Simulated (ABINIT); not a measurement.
# HfB (Fm-3m) in ABINIT: settings compared, part 2 of 2

ABINIT 10.8.3 (patched build). The steps go on from the part before.

## (3) Phonons, PBE

Input file run.abi:

```
ndtset 2

pp_dirpath "./"
pseudos "Hf.upf, B.upf"

acell 3*1.0
rprim
     0.0000000000     4.3652673479     4.3652673479
     4.3652673479     0.0000000000     4.3652673479
     4.3652673479     4.3652673479     0.0000000000
ntypat 2
znucl 72 5
natom 2
typat 1 2
xred
            1/2            1/2            1/2
            0.0            0.0            0.0

ecut 761.918815 eV

ngkpt 6 6 6
nshiftk 4
shiftk
     0.5000000000     0.5000000000     0.5000000000
     0.5000000000     0.0000000000     0.0000000000
     0.0000000000     0.5000000000     0.0000000000
     0.0000000000     0.0000000000     0.5000000000

ixc 11

nband 16
occopt 3
tsmear 0.05 eV

nstep 80

prteig 0
prtebands 0
prtwf 0
prtden 0
prtpot 0

kptopt1 1
tolvrs1 1.0e-15
prtwf1 1
tolwfr1 1.0e-14
nbdbuf1 4
nline1 6

rfphon2 1
rfatpol2 1 2
rfdir2 1 1 1
getwfk2 1
kptopt2 2
nqpt2 1
qpt2 0.0 0.0 0.0
tolvrs2 1.0e-9
```

Input file mrgddb.in:

```
merged_DDB
HfB
2
runo_DS1_DDB
runo_DS2_DDB
```

Input file anaddb.abi:

```
ddb_filepath "merged_DDB"
output_file "anaddb.abo"
outdata_prefix "ana"
asr 1
chneut 0
dipdip 0
dieflag 0
enunit 0
eivec 1
nph1l 1
qph1l 0.0 0.0 0.0 1.0
```

Potentials or basis: PseudoDojo NC SR PBE v0.4.1 standard.

Launch:

```
$ abinit run.abi > log 2>&1
$ mrgddb < mrgddb.in > mrgddb.log 2>&1
$ anaddb anaddb.abi > anaddb.log 2>&1
```

run.abo:

```text
.Version 10.8.3 of ABINIT
 DATASET    1 : space group Fm -3 m (#225); Bravais cF (face-center cubic)
================================================================================
 Values of the parameters that define the memory need for DATASET  1.
     intxc =       0    ionmov =       0      iscf =       7    lmnmax =       8
     lnmax =       8     mgfft =      30  mpssoang =       4    mqgrid =    3001
     natom =       2  nloc_mem =       1    nspden =       1   nspinor =       1
    nsppol =       1      nsym =      48    n1xccc =    2501    ntypat =       2
    occopt =       3   xclevel =       2
       mpw =        1209          nfft =       27000          nkpt =          28
================================================================================
================================================================================

 DATASET    2 : space group Fm -3 m (#225); Bravais cF (face-center cubic)
================================================================================
 Values of the parameters that define the memory need for DATASET  2 (RF).
     intxc =       0      iscf =       7    lmnmax =       8     lnmax =       8
     mgfft =      30  mpssoang =       4    mqgrid =    3001     natom =       2
  nloc_mem =       1    nspden =       1   nspinor =       1    nsppol =       1
      nsym =      48    n1xccc =    2501    ntypat =       2    occopt =       3
   xclevel =       2
      nfft =       27000          nkpt =         432
================================================================================
================================================================================

--------------------------------------------------------------------------------
------------- Echo of variables that govern the present computation ------------
--------------------------------------------------------------------------------
 -outvars: echo values of preprocessed input variables --------
            acell      1.0000000000E+00  1.0000000000E+00  1.0000000000E+00 Bohr
              amu      1.78490000E+02  1.08110000E+01
             ecut      2.80000000E+01 Hartree
           getwfk1          0
           getwfk2          1
              ixc          11
           jdtset        1    2
                       outvar_i_n : Printing only first  50 k-points.
           kptopt1          1
           kptopt2          2
         kptrlatt        6   -6    6     -6    6    6     -6   -6    6
          kptrlen      5.23832082E+01
            natom           2
[... 340 lines left out ...]
 ETOT  6   4.3413453979599     -1.116E-08 7.803E-05 1.192E-07
 ETOT  7   4.3413453979197     -4.016E-11 6.691E-06 9.629E-10

 At SCF step    7       vres2   =  9.63E-10 < tolvrs=  1.00E-09 =>converged.
================================================================================

 ----iterations are completed or convergence reached----

 Mean square residual over all n,k,spin=   12.783E-09; max=  66.912E-07

 2DEtotal=    0.4341345398E+01 Ha. Also 2DEtotal=    0.118134026450E+03 eV
    (2DErelax=   -2.1904463678E+02 Ha. 2DEnonrelax=    2.2338598218E+02 Ha)
    (  non-var. 2DEtotal :    4.3413475794E+00 Ha)

================================================================================

 ---- first-order wavefunction calculations are completed ----

 ==> Compute Derivative Database <==

  Dynamical matrix, in cartesian coordinates,
   if specified in the inputs, asr has been imposed
     j1       j2             matrix element
  dir pert dir pert     real part    imaginary part

   1    1   1    1         0.1139125296         0.0000000000
   1    1   1    2        -0.1139125296         0.0000000000

   2    1   2    1         0.1139125296         0.0000000000
   2    1   2    2        -0.1139125296         0.0000000000
[... 10 lines left out ...]
   3    2   3    1        -0.1139122376         0.0000000000
   3    2   3    2         0.1139122376         0.0000000000

  Phonon wavevector (reduced coordinates) :  0.00000  0.00000  0.00000
 Phonon energies in Hartree :
   0.000000E+00  0.000000E+00  0.000000E+00  2.475949E-03  2.475949E-03
   2.475949E-03
 Phonon frequencies in cm-1    :
   0.000000E+00  0.000000E+00  0.000000E+00  5.434081E+02  5.434081E+02
   5.434081E+02

== END DATASET(S) ==============================================================
================================================================================

 -outvars: echo values of variables after computation  --------
            acell      1.0000000000E+00  1.0000000000E+00  1.0000000000E+00 Bohr
           etotal1    -5.9371751636E+01
           etotal2     4.3413453979E+00
            fcart1    -0.0000000000E+00 -0.0000000000E+00 -0.0000000000E+00
                      -0.0000000000E+00 -0.0000000000E+00 -0.0000000000E+00
            fcart2     0.0000000000E+00  0.0000000000E+00  0.0000000000E+00
                       0.0000000000E+00  0.0000000000E+00  0.0000000000E+00
            rprim      0.0000000000E+00  4.3652673479E+00  4.3652673479E+00
                       4.3652673479E+00  0.0000000000E+00  4.3652673479E+00
                       4.3652673479E+00  4.3652673479E+00  0.0000000000E+00
           strten1    -1.0288348984E-03 -1.0288348984E-03 -1.0288348984E-03
                       0.0000000000E+00  0.0000000000E+00  0.0000000000E+00
           strten2     0.0000000000E+00  0.0000000000E+00  0.0000000000E+00
                       0.0000000000E+00  0.0000000000E+00  0.0000000000E+00
           xangst      2.3099999984E+00  2.3099999984E+00  2.3099999984E+00
                       0.0000000000E+00  0.0000000000E+00  0.0000000000E+00
             xred      5.0000000000E-01  5.0000000000E-01  5.0000000000E-01
                       0.0000000000E+00  0.0000000000E+00  0.0000000000E+00
 Calculation completed.
```

anaddb.abo:

```text
.Version 10.8.3 of ANADDB
================================================================================

 -outvars_anaddb: echo values of input variables ----------------------
[... 89 lines left out ...]
 Symmetry characters of vibration mode #   4
       degenerate with vibration modes #   5 to    6
  3.0 -3.0 -1.0  1.0 -1.0  1.0 -1.0  1.0  1.0 -1.0 -1.0  1.0  1.0 -1.0 -1.0  1.0
  0.0 -0.0 -0.0  0.0  0.0 -0.0 -0.0  0.0  1.0 -1.0 -1.0  1.0 -1.0  1.0  1.0 -1.0
  0.0 -0.0  0.0 -0.0 -0.0  0.0 -0.0  0.0  1.0 -1.0  1.0 -1.0 -1.0  1.0 -1.0  1.0

================================================================================

 anaddb : the run completed successfully.
```

Run time: 2.3 min. Hardware: 1 thread of Arm Neoverse V1, shared host; peak memory 0.19 GiB.

Results:

```yaml
Free_energy: -1615.5877 eV
Pressure: 30.3 GPa
Highest_phonon_frequency_at_Γ_LO-TO_splitting_left_out: 543 cm⁻¹
```

Phonon frequencies in cm⁻¹ (negative: imaginary):
```tsv
q point	frequencies
(0.000, 0.000, 0.000)	0 0 0 543 543 543
```

Caveat: the cell is more than 3 GPa from zero pressure, which shifts response properties; a pressure of tens of GPa on the cell as given is suspect, and the run, the potentials or the cell itself is likely at fault. Spin-orbit coupling is left out, which matters for the levels of Hf.
